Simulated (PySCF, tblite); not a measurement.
# C4H9AlN2: geometry, infrared bands and NMR shifts

What infrared bands and NMR shifts should C4H9AlN2 (`C=C[C@@H]1C[NH][AlH][NH]1`) show?

The runs use tblite 0.8.0 and PySCF 2.14.0, with density-fitted response routines of our own; the level of theory stands in each step. All values are computed, except where a source is named. Atoms are numbered from 0 throughout.

### Step 1. The starting structure

16 atoms, charge 0, multiplicity 1; geometry from: force field or distance geometry start.

Bonds of the start (Å): C0–C1 1.35, C1–C2 1.48, C2–C3 1.47, C3–N4 1.40, N4–Al5 1.91, Al5–N6 1.92, N6–C2 1.44, C0–H7 1.10, C0–H8 1.09, C1–H9 1.06, C2–H10 1.12, C3–H11 1.12, C3–H12 1.12, N4–H13 1.05, Al5–H14 1.60, N6–H15 1.06.

### Step 2. Optimising the geometry with GFN2-xTB

The job: settings as JSON, then the geometry in Å.

```
{"job": {"kind": "relax", "xc": "GFN2-xTB", "basis": "xTB"}, "charge": 0, "multiplicity": 1}
C      2.231400    -0.950200    -0.444300
C      1.036100    -0.348800    -0.603000
C      0.098000    -0.284900     0.541600
C     -1.310400    -0.554500     0.196800
N     -2.015400     0.532900    -0.332000
Al    -0.914400     2.021000     0.151700
N      0.254100     0.957200     1.250200
H      2.866000    -0.943800    -1.340800
H      2.555000    -1.403600     0.488000
H      0.736900     0.087800    -1.524800
H      0.421200    -1.089200     1.247200
H     -1.860200    -1.012000     1.062900
H     -1.324300    -1.376300    -0.565700
H     -2.221000     0.501100    -1.357600
H     -0.316100     3.007400    -0.963200
H     -0.244400     0.864800     2.181500
```

Started as:

```console
OMP_NUM_THREADS=1 python probes_run.py task.json out
```

One launch serves the whole session: the jobs run in the order shown.

**Question.** This job is followed by: GFN2-xTB harmonic vibrations, gas phase; GIAO PBE0/pcSseg-1 NMR shielding, non-relativistic, gas phase. What will the session give for the following? strongest single infrared mode (GFN2-xTB); zero-point energy (GFN2-xTB); 13C shifts against TMS (PBE0/pcSseg-1); 1H shifts against TMS (PBE0/pcSseg-1); 15N shifts against NH3 (PBE0/pcSseg-1); 27Al shifts against AlH4- (PBE0/pcSseg-1).

The runs gave:

| quantity | value |
| --- | --- |
| strongest single infrared mode (GFN2-xTB) | 1965 cm⁻¹, 477 km/mol |
| zero-point energy (GFN2-xTB) | 77.6 kcal/mol |
| 13C shifts against TMS (PBE0/pcSseg-1) | 156.0, 112.8, 62.8, 54.3 ppm |
| 1H shifts against TMS (PBE0/pcSseg-1) | 6.46, 5.05, 4.93, 4.21, 3.84, 3.49, 3.18, 1.66, 1.12 ppm |
| 15N shifts against NH3 (PBE0/pcSseg-1) | 65.3, 41.6 ppm |
| 27Al shifts against AlH4- (PBE0/pcSseg-1) | 97.9 ppm |

In words: Relaxing lowered the energy by 1.343 eV in 104 steps; the close pair that moved most is Al5–N6, from 1.925 to 1.782 Å. All 42 modes are real, so the xTB geometry is a minimum. The strongest single mode, at 1965 cm⁻¹, moves mainly H14. GFN2-xTB is a fitted tight-binding method: band positions and strengths are rough. Its intensities can rank the bands wrongly. C1 (alkene CH) lies farthest downfield among carbon, at 156.0 ppm; as expected for a trigonal carbon in a double bond. H9 (hydrogen on an alkene CH) lies farthest downfield among hydrogen, at 6.46 ppm; olefinic region. At PBE0/pcSseg-1: Shielding is most anisotropic at C1 (span 241 ppm, paramagnetic term -226 ppm).
